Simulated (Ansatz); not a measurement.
# SiGeH₄+ (doublet): wave-function methods side by side, cc-pVDZ

Aim: climb from Hartree-Fock through coupled cluster and multireference methods for SiGeH₄+ (doublet) at one geometry and basis, and see what each rung misses.

Method: cc-pVDZ, core rule «outside noble gas», up to 19 orbitals frozen; program: Ansatz 0.2.0, Gaussian basis.

Plan: UHF; CCSD(T) on ROHF; CCSD(T) on UHF; BCCD(T) on ROHF; CISD; CCSDT(Q) on ROHF; CCSDT(Q) on UHF; CASSCF and MRCISD+Q, 9 electrons in 9 orbitals; CASSCF and NEVPT2, 9 electrons in 9 orbitals.

24 further runs of the same task are left out: 8 that didn't finish, 16 set aside as unsound or not needed.

## 1. What is computed

The geometry is a PBE0/def2-TZVP stationary point (not a proven minimum) of the parent state, kept for this charge and spin. No spin-orbit coupling is included. The filled d shell of Ge may be among the frozen orbitals whatever the setting's name suggests; the logs give the count.

6 atoms, charge 1, spin multiplicity 2.

Atoms are counted from 1 here; the program's logs count them from 0.

Bond lengths: Si1–Ge2 2.366 Å, Si1–H3 1.488 Å, Si1–H4 1.484 Å, Si1–H5 1.488 Å, Ge2–H6 1.547 Å. Angles: Ge2–Si1–H3 111.3°, Ge2–Si1–H4 106.3°, Ge2–Si1–H5 111.3°, H3–Si1–H4 109.5°, H3–Si1–H5 108.9°, H4–Si1–H5 109.5°, Si1–Ge2–H6 123.7°.

## 2. UHF

in.yaml reads:

```yaml
crystal:
  periodic: [false, false, false]
  atoms:
    - {symbol: Si, position_ang: [0.000000, -0.042075, 1.656707]}
    - {symbol: Ge, position_ang: [0.000000, 0.034653, -0.708040]}
    - {symbol: H, position_ang: [1.210792, -0.734227, 2.175626]}
    - {symbol: H, position_ang: [0.000000, 1.368169, 2.119977]}
    - {symbol: H, position_ang: [-1.210792, -0.734227, 2.175626]}
    - {symbol: H, position_ang: [0.000000, -1.224668, -1.607285]}
basis:
  gaussian: {orbitals: cc-pVDZ}
total_charge: 1
magnetization: {spin_polarized: true, initial_magnetization: 1}
hamiltonian: {xc: hf}
output: {orbitals: {seedname: orbitals}}
```

The run is started by

```sh
$ ansatz run in.yaml --threads 1 --pin off --events-out ev --progress --plain --max-ram 2393MiB
```

The runs that follow: CCSD(T) on ROHF; CCSD(T) on UHF; BCCD(T) on ROHF; CISD; CCSDT(Q) on ROHF; CCSDT(Q) on UHF; CASSCF and MRCISD+Q, 9 electrons in 9 orbitals; CASSCF and NEVPT2, 9 electrons in 9 orbitals.

Before running them: what should the planned runs give, taken together? Wanted: UCCSDT(Q) below the RHF energy; RMP2 from UCCSDT(Q); UMP2 from UCCSDT(Q); RCCSD from UCCSDT(Q); RCCSD(T) from UCCSDT(Q); UCCSD(T) from UCCSDT(Q); RCCSDT(Q) from UCCSDT(Q); MRCISD+Q frontier from UCCSDT(Q); T1 diagnostic.

The runs gave:

| quantity | value |
| --- | --- |
| UCCSDT(Q) below the RHF energy | -5.6314 eV |
| RMP2 from UCCSDT(Q) | +1330.6 meV |
| UMP2 from UCCSDT(Q) | +1325.6 meV |
| RCCSD from UCCSDT(Q) | +173.1 meV |
| RCCSD(T) from UCCSDT(Q) | +41.3 meV |
| UCCSD(T) from UCCSDT(Q) | +37.5 meV |
| RCCSDT(Q) from UCCSDT(Q) | +4.2 meV |
| MRCISD+Q frontier from UCCSDT(Q) | +37.5 meV |
| levels within 1 kcal/mol (43 meV) | RCCSD(T), UCCSD(T), BCCD(T), RCCSDT, UCCSDT, RCCSDT(Q), MRCISD+Q frontier |
| T1 diagnostic | 0.021 |

RCCSD(T) lands +41.3 meV from the yardstick (0.7 % of the correlation energy). These misses are within one basis, not against nature; the frozen cores of restricted and unrestricted runs differ, which can shift their rows.
